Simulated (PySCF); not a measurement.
**SeF3−, a complex of two parts as drawn: interaction energy**

An exercise on one series of results from a longer session: the logs are not shown, and one member is left open.

Computed with PySCF 2.14.0; each step states its level. No surroundings beyond the atoms listed, unless a continuum is named. Atoms count from 0, parts from 1.

## Starting point

4 atoms, charge -1, multiplicity 1; geometry: GFN2-xTB. Parts: 1 = atoms 0–2, `F[Se]F`, charge 0; 2 = atom 3, `[F-]`, charge -1.

Set-up of the first run:

The job: settings as JSON, then the geometry in Å.

```
{"job": {"xc": "PBE0", "basis": "def2-TZVPD", "d3": "d3bj", "grid": 3, "kind": "geom", "shake": 0.01}, "charge": -1, "multiplicity": 1, "parts": [{"atoms": "0-2", "charge": 0, "multiplicity": 1}, {"atoms": "3-3", "charge": -1, "multiplicity": 1}]}
F      0.062665    -0.995324     0.819791
Se    -0.738469     0.678563     0.663177
F      0.117054     0.693788    -1.117290
F     -1.390420     0.292654     2.470982
```

Command:

```bash
$ OMP_NUM_THREADS=1 python cluster_run.py task.json out
```

This one command runs all jobs of the session in turn.

Among the steps run: Relaxing the molecule at PBE0-D3(BJ)/def2-TZVPD; Coupled-cluster interaction energy: CCSD(T) and MP2, 1.92 Å; Coupled-cluster interaction energy: CCSD(T) and MP2, 2.01 Å; Coupled-cluster interaction energy: CCSD(T) and MP2, 2.11 Å; Coupled-cluster interaction energy: CCSD(T) and MP2, 1.82 Å; Coupled-cluster interaction energy: CCSD(T) and MP2, 2.39 Å; Coupled-cluster interaction energy: CCSD(T) and MP2, 1.72 Å; Coupled-cluster interaction energy: CCSD(T) and MP2, 2.87 Å; Coupled-cluster interaction energy: CCSD(T) and MP2, 3.83 Å.

One table of the session follows, with a row left open; its other results are not shown here.

It belongs to the step «Coupled-cluster interaction energy: CCSD(T) and MP2, 3.83 Å». 

| method | interaction energy (kcal/mol) |
| --- | --- |
| HF/aug-cc-pVDZ | -16.15 |
| MP2/aug-cc-pVDZ | -15.08 |
| CCSD/aug-cc-pVDZ | -15.22 |
| CCSD(T)/aug-cc-pVDZ | ? |
| HF/aug-cc-pVQZ | -16.11 |
| MP2/aug-cc-pVQZ | -15.04 |
| SCS-MP2/aug-cc-pVQZ | -14.93 |
| MP2, extrapolated | -15.07 |
| CCSD(T), limit estimate | -15.15 |

Estimate the missing values for CCSD(T)/aug-cc-pVDZ.

**Answer.** interaction energy (kcal/mol): -15.17. In the column «interaction energy (kcal/mol)» it lies between CCSD/aug-cc-pVDZ (-15.22) and CCSD(T), limit estimate (-15.15).
